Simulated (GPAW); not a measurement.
# GaGe (F-43m) in GPAW: equation of state

How stiff is GaGe in PBE, and what volume does it want? The cell is scaled to several volumes.

Program: GPAW 26.7.0. These are calculated values, not measurements. Logs are shortened: lines on timing, memory, paths and dates and some standing lists are left out, and cuts for length are marked. The log counts tension as positive stress, the text compression.

## (1) The crystal as given

The structure is cubic, space group F-43m (No. 216). Conventional cell: a = 5.796 Å, b = 5.796 Å, c = 5.796 Å, α = 90.00°, β = 90.00°, γ = 90.00°. Ge (site symmetry -43m) is surrounded by 4 Ga at 2.51 Å. Ga (site symmetry -43m) is surrounded by 4 Ge at 2.51 Å.

The cell comes from a database or a generator and needn't be the stable form of this composition.

## (2) Equation of state, PBE

The input, run.py:

```python
from ase.eos import EquationOfState
from ase.io import Trajectory, read
from ase.units import GPa
from gpaw import GPAW, PW

atoms = read('GaGe.xyz')

traj = Trajectory('eos.traj', 'w')
volumes, energies = [], []
for x in [0.94, 0.96, 0.98, 1.0, 1.02, 1.04, 1.06]:
    a = atoms.copy()
    a.set_cell(atoms.cell * x**(1 / 3), scale_atoms=True)
    calc = GPAW(mode=PW(600),
                xc='PBE',
                kpts={'size': (8, 8, 8), 'gamma': True},
                occupations={'name': 'fermi-dirac', 'width': 0.05},
                nbands=11,
                convergence={'density': 1e-05, 'energy': 1e-05},
                maxiter=150,
                txt=f'eos-{x:.2f}.txt')
    a.calc = calc
    energies.append(a.get_potential_energy(force_consistent=True))
    volumes.append(a.get_volume())
    p = -a.get_stress()[:3].mean() / GPa
    calc.write(f'eos-{x:.2f}.gpw')
    traj.write(a)
    print(f'{x:.2f} {volumes[-1]:10.4f} A^3 {energies[-1]:14.6f} eV {p:9.3f} GPa', flush=True)

v0, e0, B = EquationOfState(volumes, energies, eos='birchmurnaghan').fit()
print(f'V0 = {v0:.4f} A^3, E0 = {e0:.6f} eV, B0 = {B / GPa:.2f} GPa')
```

The input, GaGe.xyz:

```xyz
2
Lattice="0.0000000000 2.8978440000 2.8978440000 2.8978440000 0.0000000000 2.8978440000 2.8978440000 2.8978440000 0.0000000000" Properties=species:S:1:pos:R:3 pbc="T T T"
Ge     0.0000000000      0.0000000000      0.0000000000
Ga     1.4489220000      1.4489220000      1.4489220000
```

Potentials or basis: GPAW PAW data sets (gpaw-data 1.2.1), pw.

Run with:

```console
$ OMP_NUM_THREADS=1 python run.py
```

What it wrote:

```text
__  _  _
 | _ |_)|_||  |
 |__||  | ||/\| - 26.7.0

Input parameters:
  mode=PW(ecut=600.0),
  convergence={'density': 1e-05, 'energy': 1e-05},
  kpts=MonkhorstPack(size=(8, 8, 8), gamma=True),
  maxiter=150,
  nbands=11,
  occupations=Occupations(name='fermi-dirac', width=0.05),
  xc=XC(name='PBE')

Diagonalizing LCAO Hamiltonian
Converting LCAO to pw mode

           Ga

       Ge

Atoms  # Å, Bohr magnetons
|   | symbol |        x |        y |        z |    initial magnetic moments |
|---|--------|----------|----------|----------|-----------------------------|
| 0 |     Ge | 0.000000 | 0.000000 | 0.000000 | ( 0.0000,  0.0000,  0.0000) |
| 1 |     Ga | 1.419344 | 1.419344 | 1.419344 | ( 0.0000,  0.0000,  0.0000) |

Unit cell  # Å
| periodic |        x |        y |        z |  lengths |    angles |
|----------|----------|----------|----------|----------|-----------|
|      yes | 0.000000 | 2.838688 | 2.838688 | 4.014511 | 60.000000 |
|      yes | 2.838688 | 0.000000 | 2.838688 | 4.014511 | 60.000000 |
|      yes | 2.838688 | 2.838688 | 0.000000 | 4.014511 | 60.000000 |

Number of symmetries: 24
Symmetry operations  # r_c * U_cc + t_c -> r_c
|    | kind |            matrix            |
|----|------|------------------------------|
|  0 |  E   |  1, 0, 0,  0, 1, 0,  0, 0, 1 |
|  1 |  σ   |  1, 0, 0,  0, 0, 1,  0, 1, 0 |
|  2 |  σ   |  1, 0,-1,  0, 1,-1,  0, 0,-1 |
|  3 |  C3  |  1, 0,-1,  0, 0,-1,  0, 1,-1 |
|  4 |  C3  |  1,-1, 0,  0,-1, 1,  0,-1, 0 |
|  5 |  σ   |  1,-1, 0,  0,-1, 0,  0,-1, 1 |
|  6 |  σ   |  0, 1, 0,  1, 0, 0,  0, 0, 1 |
|  7 |  C3  |  0, 1, 0,  0, 0, 1,  1, 0, 0 |
|  8 |  C2  |  0, 1,-1,  1, 0,-1,  0, 0,-1 |
|  9 |  S4  |  0, 1,-1,  0, 0,-1,  1, 0,-1 |
| 10 |  C3  |  0, 0, 1,  1, 0, 0,  0, 1, 0 |
| 11 |  σ   |  0, 0, 1,  0, 1, 0,  1, 0, 0 |
| 12 |  S4  |  0, 0,-1,  1, 0,-1,  0, 1,-1 |
| 13 |  C3  |  0, 0,-1,  0, 1,-1,  1, 0,-1 |
| 14 |  S4  |  0,-1, 1,  1,-1, 0,  0,-1, 0 |
| 15 |  C2  |  0,-1, 1,  0,-1, 0,  1,-1, 0 |
| 16 |  C3  |  0,-1, 0,  1,-1, 0,  0,-1, 1 |
| 17 |  S4  |  0,-1, 0,  0,-1, 1,  1,-1, 0 |
| 18 |  S4  | -1, 1, 0, -1, 0, 1, -1, 0, 0 |
| 19 |  C3  | -1, 1, 0, -1, 0, 0, -1, 0, 1 |
| 20 |  C3  | -1, 0, 1, -1, 1, 0, -1, 0, 0 |
| 21 |  S4  | -1, 0, 1, -1, 0, 0, -1, 1, 0 |
| 22 |  σ   | -1, 0, 0, -1, 1, 0, -1, 0, 1 |
| 23 |  C2  | -1, 0, 0, -1, 0, 1, -1, 1, 0 |

BZ-sampling:
  Number of BZ points: 512
  Number of IBZ points: 29

  Monkhorst-Pack size: [8, 8, 8]
  Monkhorst-Pack shift: [0.0625, 0.0625, 0.0625]

K-points  # in reciprocal-cell coordinates
|     |                                coordinates |     weight |
|-----|--------------------------------------------|------------|
|   0 | (  0.00000000,   0.00000000,   0.00000000) | 0.00195312 |
|   1 | (  0.12500000,   0.12500000,   0.00000000) | 0.01171875 |
|   2 | (  0.12500000,   0.12500000,   0.12500000) | 0.01562500 |
|   3 | (  0.25000000,   0.12500000,   0.12500000) | 0.02343750 |
|   4 | (  0.25000000,   0.25000000,   0.00000000) | 0.01171875 |
|   5 | (  0.25000000,   0.25000000,   0.12500000) | 0.04687500 |
|   6 | (  0.25000000,   0.25000000,   0.25000000) | 0.01562500 |
|   7 | (  0.37500000,   0.25000000,  -0.37500000) | 0.04687500 |
|   8 | (  0.37500000,   0.25000000,   0.12500000) | 0.04687500 |
|   9 | (  0.37500000,   0.25000000,   0.25000000) | 0.04687500 |
| ... |                                            |            |
|  28 | (  0.50000000,   0.50000000,   0.50000000) | 0.00781250 |

Plane wave coefficients: 1542
Cutoff: 600.0 eV

Spin-components: 1 (collinear spins)
Bands:           11
Projectors:      10
Spin-degeneracy: 2
Datatype:        complex128

Parallelization:
  kpt:    1
  domain: 1
  band:   1

Density:
  Valence electrons: 7.0
  Components: 1
  Grid points: [24 24 24]
  Charge: 0.0  # |e|

Potential:
  Grid points: [24 24 24]

species:
  Ge:
    name:    Germanium
    Z:       32.0
    valence: 4
    core:    28
    charge:  0.0  # [|e|]
    compensation charges:
      type: gauss
      rc: 0.32  # [Å]
      lmax: 2
    cutoffs:
      filter: 1.77  # [Å]
      core: 3.42  # [Å]
    projectors
    | kind |    occ | energy [eV] | rcut [Å] |
    |------|--------|-------------|----------|
    |   4s |  2.000 |     -11.726 |    1.005 |
    |   4p |  2.000 |      -3.896 |    1.005 |
    |    s |        |      15.485 |    1.005 |
    |    p |        |      23.315 |    1.005 |
    |    d |        |       0.000 |    1.005 |

    Using partial waves for Ge as LCAO basis

  Ga:
    name:    Gallium
    Z:       31.0
    valence: 3
    core:    28
    charge:  0.0  # [|e|]
    compensation charges:
      type: gauss
      rc: 0.37  # [Å]
      lmax: 2
    cutoffs:
      filter: 2.06  # [Å]
      core: 4.17  # [Å]
    projectors
    | kind |    occ | energy [eV] | rcut [Å] |
    |------|--------|-------------|----------|
    |   4s |  2.000 |      -8.945 |    1.164 |
    |   4p |  1.000 |      -2.580 |    1.164 |
    |    s |        |      18.266 |    1.164 |
    |    p |        |      24.631 |    1.164 |
    |    d |        |       0.000 |    1.164 |

    Using partial waves for Ga as LCAO basis

Reference energy: -109982.309381  # eV

eigensolver:
  PPCG
  Converge bands: occupied
  niter=2

density mixing:
  MSR1-Mixer
  Pratt-step length: 0.05
  Maximum mixing coefficient: 0.75
  Old densities: 10
  SVD Regularization: 0.005
  Good broyden scale: 1.0
  Trust region scale: 1.0
  Backstep threshold: 4.0
  History deletion threshold: 6.0
  Fourier metric: weight=20.0, sigma=0.015

occupation numbers:
  Fermi-Dirac:
    width: 0.0500  # eV

poisson solver:
  ecut: 4800.0  # eV

xc functional:
  name: PBE with 2 nearest neighbor stencil

convergence criteria:
- Maximum integral of absolute [dens]ity change: 1e-05 electrons / valence electron
- Maximum [total energy] change in last 3 cyles: 1e-05 eV / valence electron
- Maximum integral of absolute [eigenst]ate change: 4e-08 eV^2 / valence electron
maximum number of iterations: 150

SCF iterations
|iter     | |      energy | eigst |  dens |
|---------|-|-------------|-------|-------|
|iter:   1| |   -7.016326 | -0.58 |       |
|iter:   2| |   -7.017664 | -2.94 | -1.01 |
|iter:   3| |   -7.024680 | -3.03 | -1.03 |
|iter:   4| |   -7.026430 | -3.82 | -1.57 |
|iter:   5| |   -7.026512 | -5.46 | -2.52 |
|iter:   6| |   -7.026528 | -6.50 | -2.95 |
|iter:   7| |   -7.026528c| -8.18c| -3.90 |
|iter:   8| |   -7.026528c| -8.53c| -4.90 |
|iter:   9| |   -7.026528c| -8.98c| -5.48c|

Converged in 9 steps
Energy contributions relative to reference atoms: (reference = -109982.309381)

Energy contributions:
  Kinetic:          27.055120
  Coulomb:         -23.477297
  Zero:              0.024992
  External:          0.000000
  Xc:              -10.625063
  Entropy:          -0.008557
  Spinorbit:         0.000000
  ----------------------------
  Free energy:      -7.030806
  Extrapolated:     -7.026528

dipole moment: (-21.543086, -21.543086, -21.543086)  # |e|*Ang

Fermi level: 4.291
Eigenvalues  # (at kpt = [0.000, 0.000, 0.000])
| band index |      eig [eV] | occ [0-2] |
|------------|---------------|-----------|
|          0 |        -6.572 |     2.000 |
|          1 |         6.115 |     0.000 |
|          2 |         6.115 |     0.000 |
|          3 |         6.115 |     0.000 |
|          4 |         7.052 |     0.000 |
|          5 |         8.819 |     0.000 |
|          6 |         8.819 |     0.000 |
|          7 |         8.819 |     0.000 |
|          8 |        12.302 |     0.000 |
|        ... |               |           |
|         10 |        15.167 |     0.000 |

No gap
No difference between direct/indirect transitions

Stress tensor  # eV/Ang^3
|         x |         y |         z |
|-----------|-----------|-----------|
| -0.028531 | -0.000000 |  0.000000 |
| -0.000000 | -0.028531 |  0.000000 |
|  0.000000 |  0.000000 | -0.028531 |

# Writing to eos-0.94.gpw (mode='')
```

It took 54 s on 1 thread of Arm Neoverse V2, shared host; peak memory 0.24 GiB.

What came out:

| Item | Value |
| --- | --- |
| Equilibrium volume | 24.73 Å³/atom |
| Bulk modulus | 49 GPa |
| Pressure derivative of the bulk modulus | 4.7 |

Energy against volume, from the lowest point:
```tsv
volume (Å³/atom)	energy (meV/atom)
22.875	24.70
23.361	12.90
23.848	5.12
24.335	0.95
24.821	0.00
25.308	1.92
25.795	6.40
```
